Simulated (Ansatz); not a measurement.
# C7H8O: the cost of one run

Method: the levels named in each step, in Ansatz 0.2.0.

**1. The starting structure**

Bond lengths (14 of 16 bonds, heavy atoms first): C1–O2 1.406 Å, O2–C3 1.364 Å, C3–C4 1.396 Å, C4–C5 1.379 Å, C5–C6 1.387 Å, C6–C7 1.382 Å, C3–C8 1.390 Å, C7–C8 1.386 Å, C1–H9 1.098 Å, C1–H10 1.092 Å, C1–H11 1.089 Å, C4–H12 1.079 Å, C5–H13 1.080 Å, C6–H14 1.079 Å. Angles (14 of 25 angles, heavy atoms first): C1–O2–C3 118.5°, O2–C3–C4 115.8°, O2–C3–C8 124.9°, C4–C3–C8 119.3°, C3–C4–C5 120.4°, C4–C5–C6 120.3°, C5–C6–C7 119.4°, C6–C7–C8 120.8°, C3–C8–C7 119.8°, O2–C1–H9 111.3°, O2–C1–H10 111.8°, O2–C1–H11 105.7°, C3–C4–H12 118.2°, C5–C4–H12 121.5°.

Coordinates:

```xyz
16

C     2.7631    0.2749   -0.3625
O     1.7638   -0.6724   -0.0776
C     0.4690   -0.2507   -0.0066
C    -0.4760   -1.2389    0.2741
C    -1.8138   -0.9177    0.3653
C    -2.2340    0.3907    0.1796
C    -1.2997    1.3704   -0.0963
C     0.0477    1.0609   -0.1909
H     2.8088    1.0525    0.4109
H     2.6122    0.7425   -1.3383
H     3.6997   -0.2803   -0.3811
H    -0.1290   -2.2504    0.4158
H    -2.5356   -1.6911    0.5826
H    -3.2814    0.6415    0.2505
H    -1.6157    2.3933   -0.2406
H     0.7539    1.8474   -0.4071
```

**2. A rough first relaxation, PBE-D4/def2-SVP**

input.yaml reads:

```yaml
crystal:
  periodic: [false, false, false]
  atoms:
    - { symbol: C, position_ang: [2.76307, 0.27487, -0.36252] }
    - { symbol: O, position_ang: [1.76384, -0.67235, -0.07759] }
    - { symbol: C, position_ang: [0.46897, -0.25074, -0.00661] }
    - { symbol: C, position_ang: [-0.47601, -1.23888, 0.27411] }
    - { symbol: C, position_ang: [-1.81384, -0.91771, 0.36534] }
    - { symbol: C, position_ang: [-2.23396, 0.3907, 0.17958] }
    - { symbol: C, position_ang: [-1.29967, 1.37044, -0.09627] }
    - { symbol: C, position_ang: [0.04774, 1.06089, -0.19094] }
    - { symbol: H, position_ang: [2.8088, 1.05245, 0.41088] }
    - { symbol: H, position_ang: [2.61219, 0.74246, -1.33829] }
    - { symbol: H, position_ang: [3.69968, -0.28033, -0.38115] }
    - { symbol: H, position_ang: [-0.12903, -2.2504, 0.4158] }
    - { symbol: H, position_ang: [-2.53556, -1.69115, 0.58255] }
    - { symbol: H, position_ang: [-3.28143, 0.64151, 0.25052] }
    - { symbol: H, position_ang: [-1.6157, 2.39334, -0.2406] }
    - { symbol: H, position_ang: [0.7539, 1.84735, -0.40709] }
basis:
  gaussian: { orbitals: def2-SVP }
hamiltonian:
  xc: pbe
  dispersion: d4
relax:
  f_tol: 0.03
  max_steps: 200
```

Launch:

```sh
> ansatz run input.yaml --threads 4 --pin off --max-ram 10240MiB --backend cpu --events-out ev --progress --plain --runs-dir out
```

**Question.** How long does this run take on 4 threads of Intel Xeon at 2.50GHz (Skylake/Cascade Lake), shared host, and how much memory does it need?

About 18 s, with a peak of 0.22 GiB.
